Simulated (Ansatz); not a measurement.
# VGe (zincblende type): the cost of one run

Computed with Ansatz 0.2.0 (DFT PBE, with the methods named in each step, unless a step's input says otherwise).

## Step 1: The structure to begin with

Symmetry: F-43m, No. 216, cubic system. Conventional cell: a = 5.614 Å, b = 5.614 Å, c = 5.614 Å, α = 90.00°, β = 90.00°, γ = 90.00°. V (site symmetry -43m) is surrounded by 4 Ge at 2.43 Å. Ge (site symmetry -43m) is surrounded by 4 V at 2.43 Å.

Structure file:

```
V Ge
1.0
     0.00000    2.80678    2.80678
     2.80678    0.00000    2.80678
     2.80678    2.80678    0.00000
V Ge
1 1
Direct
  0.00000 0.00000 0.00000
  0.25000 0.25000 0.25000
```

Whether this phase is the stable one at these pressures isn't tested.

Atoms are numbered in the order of the input: V1, Ge2.

## Step 2: The reference volume, LAPW

Contents of input.yaml:

```yaml
crystal:
  lattice:
    - [0.0, 2.8067816647, 2.8067816647]
    - [2.8067816647, 0.0, 2.8067816647]
    - [2.8067816647, 2.8067816647, 0.0]
  atoms:
    - { symbol: V, position: [0.0, 0.0, 0.0] }
    - { symbol: Ge, position: [0.25, 0.25, 0.25] }
kpoints:
  mp_grid: { grid: [13, 13, 13] }
  band_path:
    path:
      - [0.0, 0.0, 0.0]
      - [-0.5, -0.5, 0.0]
      - [-0.375, -0.375, 0.25]
      - [-0.375, 0.0, 0.375]
      - [0.0, 0.0, 0.0]
      - [0.0, 0.0, 0.5]
      - [-0.5, -0.25, 0.25]
      - [-0.5, -0.5, 0.0]
    npoints: 14
scf:
  occupations: { method: fermi_dirac, width: 0.05 }
hamiltonian:
  xc: pbe
  pseudopotentials: { kind: all_electron, lapw: { basis_error: 0.001 } }
output:
  forces: true
  stress: true
  eigenvalues: true
  populations: true
  dos: { projected: true, de: 0.2, e_range: [-14, 8] }
```

On the command line:

```console
$ ansatz run input.yaml --threads 1 --pin off --max-ram 2048MiB --backend cpu --events-out ev --progress --plain --runs-dir out
```

Q: Estimate wall time and peak memory on 1 thread of Arm Neoverse V1, shared host.

About 62 s, with a peak of 0.41 GiB.
